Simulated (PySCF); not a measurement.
NCGaFH, in a box:

```
N C Ga F H
1.0
    12.00000    0.00000    0.00000
     0.00000   13.00000    0.00000
     0.00000    0.00000   12.00000
N C Ga F H
1 1 1 1 1
Direct
  0.62353 0.36162 0.60111
  0.57578 0.42258 0.55030
  0.50072 0.52902 0.46682
  0.37864 0.48498 0.40456
  0.53730 0.64161 0.45181
```

Base run:

```yaml
Program: PySCF 2.14.0
Functional: r2SCAN
Potentials_or_basis: pob-tzvp-rev2 (all-electron)
k_mesh: 1 × 1 × 1
Occupations: fixed
Spin: no spin polarisation
```

Its results: gap between the frontier levels 5.91 eV.

Q: The run is repeated on the same cell with these changes: functional from r2SCAN to SOGGA11. What comes out?

A: Gap between the frontier levels 5.56 eV.

r2SCAN gives the wider gap, since meta-GGAs in the generalised Kohn-Sham scheme recover part of the derivative discontinuity.

Caveats: this is a molecule in a periodic box at the Γ point, so its band gap is the HOMO-LUMO gap; relativity is left out, which matters for the heavier elements; the basis of atomic orbitals isn't converged, which shifts pressures, moduli and gaps.

